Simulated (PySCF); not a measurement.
# C6H6FN (4-fluoroaniline): the cost of one run

Computed with PySCF 2.14.0 and routines of our own; the level stands in each step. Atoms count from 0.

## (1) The starting structure

14 atoms, charge 0, multiplicity 1; geometry from: GFN2-xTB.

## (2) Optimising the geometry at PBE0-D3(BJ)/def2-SVP

What the job is given:

```
{"job": {"xc": "PBE0", "basis": "def2-SVP", "d3": "d3bj", "grid": 2, "kind": "geom"}, "charge": 0, "multiplicity": 1}
N      2.296998    -0.232257     0.105963
C      0.927708    -0.091395     0.028037
C      0.331427     1.157672     0.213492
C     -1.042620     1.291416     0.207567
C     -1.824955     0.167949     0.014745
F     -3.174303     0.295303     0.006650
C     -1.264639    -1.081839    -0.173592
C      0.110201    -1.206564    -0.167191
H      2.844223     0.601229    -0.032301
H      2.687809    -1.065955    -0.300765
H      0.956565     2.025582     0.363735
H     -1.510878     2.252716     0.348486
H     -1.902207    -1.938541    -0.324451
H      0.563994    -2.175788    -0.312541
```

Run with:

```bash
$ OMP_NUM_THREADS=1 python excited_run.py task.json out
```

This one command runs all jobs of the session in turn.

**Question.** How long does this first job take on 1 thread of Arm Neoverse N1, shared host, and how much memory does it need?

About 77 s, with a peak of 0.71 GiB.
